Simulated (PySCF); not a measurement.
# BrH6NSi: the cost of one run

The runs use PySCF 2.14.0; levels as typed in each script, gas phase, geometry from GFN2-xTB.

### 1 The starting structure

9 atoms, charge 0, spin multiplicity 1.

Bond lengths: Br1–H2 1.446 Å, Si3–N4 1.753 Å, Si3–H5 1.465 Å, Si3–H6 1.452 Å, Si3–H7 1.465 Å, N4–H8 1.005 Å, N4–H9 1.018 Å. Angles: N4–Si3–H5 103.4°, N4–Si3–H6 103.5°, N4–Si3–H7 113.1°, H5–Si3–H6 114.1°, H5–Si3–H7 111.1°, H6–Si3–H7 111.3°, Si3–N4–H8 115.8°, Si3–N4–H9 115.4°, H8–N4–H9 107.7°.

As a file:

```xyz
9
charge 0, multiplicity 1
Br    1.6308    0.0776   -0.0001
H     0.2403   -0.3191    0.0001
Si   -2.5924    0.3565   -0.0010
N    -1.3846   -0.9146   -0.0015
H    -2.3028    1.0989    1.2284
H    -2.3099    1.0932   -1.2198
H    -3.9649   -0.1550    0.0042
H    -1.3801   -1.5132   -0.8091
H    -1.3753   -1.5094    0.8243
```

### 2 Binding of the two fragments (PBE0/6-311g**)

Contents of input.py:

```python
import numpy as np
from pyscf import gto, scf, dft
from pyscf.scf import atom_ks, atom_hf
from scipy.linalg import block_diag
from pyscf.dispersion import dftd3

def solve(mol, dm0=None, hcore=None):
    mf = (dft.UKS if mol.spin else dft.RKS)(mol, xc='pbe0')
    mf.grids.level = 3
    mf = mf.density_fit(auxbasis='def2-universal-jkfit')
    mf.conv_tol, mf.max_cycle = 1e-8, 80
    if hcore is not None:
        mf.get_hcore = lambda *args: hcore
    mf.kernel(dm0)
    if not mf.converged:
        mf = mf.newton().run(mf.mo_coeff, mf.mo_occ, max_cycle=30)
    assert mf.converged, 'SCF not converged'
    return mf

mol = gto.M(atom='''
Br     1.63082     0.07759    -0.00010
H      0.24033    -0.31906     0.00012
Si    -2.59240     0.35654    -0.00100
N     -1.38461    -0.91465    -0.00150
H     -2.30284     1.09889     1.22837
H     -2.30991     1.09320    -1.21984
H     -3.96492    -0.15502     0.00420
H     -1.38006    -1.51324    -0.80906
H     -1.37534    -1.50945     0.82434
''', basis='6-311g**', charge=0, spin=0, verbose=4)
mol_a = gto.M(atom='''
Br     1.63082     0.07759    -0.00010
H      0.24033    -0.31906     0.00012
ghost-Si    -2.59240     0.35654    -0.00100
ghost-N     -1.38461    -0.91465    -0.00150
ghost-H     -2.30284     1.09889     1.22837
ghost-H     -2.30991     1.09320    -1.21984
ghost-H     -3.96492    -0.15502     0.00420
ghost-H     -1.38006    -1.51324    -0.80906
ghost-H     -1.37534    -1.50945     0.82434
''', basis='6-311g**', charge=0, spin=0, verbose=4)
mol_b = gto.M(atom='''
ghost-Br     1.63082     0.07759    -0.00010
ghost-H      0.24033    -0.31906     0.00012
Si    -2.59240     0.35654    -0.00100
N     -1.38461    -0.91465    -0.00150
H     -2.30284     1.09889     1.22837
H     -2.30991     1.09320    -1.21984
H     -3.96492    -0.15502     0.00420
H     -1.38006    -1.51324    -0.80906
H     -1.37534    -1.50945     0.82434
''', basis='6-311g**', charge=0, spin=0, verbose=4)
ab, a, b = solve(mol), solve(mol_a), solve(mol_b)
e_int = ab.e_tot - a.e_tot - b.e_tot
print('counterpoise-corrected interaction energy / kcal/mol', e_int * 627.5095)
def disp(atoms, charge):
    m = gto.M(atom=atoms, charge=charge, basis='sto-3g', spin=None, unit='Bohr', verbose=0)
    return dftd3.DFTD3Dispersion(m, xc='pbe0', version='d3bj').get_dispersion()['energy']
e_disp = disp(mol._atom, mol.charge) - disp(mol._atom[:2], mol_a.charge) - disp(mol._atom[2:], mol_b.charge)
print('D3(BJ) part / kcal/mol', e_disp * 627.5095)
# spherically averaged free atoms, for the promolecule
atm = atom_ks.get_atm_nrks(mol, xc='pbe0')
pro = block_diag(*[(atm[a[0]][2] * atm[a[0]][3]) @ atm[a[0]][2].T for a in mol._atom])
np.savez('result.npz', e_int=e_int, e_disp=e_disp, dm_a=a.make_rdm1(), dm_b=b.make_rdm1(), c=ab.mo_coeff, occ=ab.mo_occ, eps=ab.mo_energy, pro=pro, d=[f.dip_moment(verbose=0) for f in (ab, a, b)])
```

On the command line:

```console
OMP_NUM_THREADS=1 python input.py
```

Q: Estimate wall time and peak memory on 1 thread of Intel Xeon 6975P-C (Granite Rapids), shared host.

About 16 s, with a peak of 0.57 GiB.
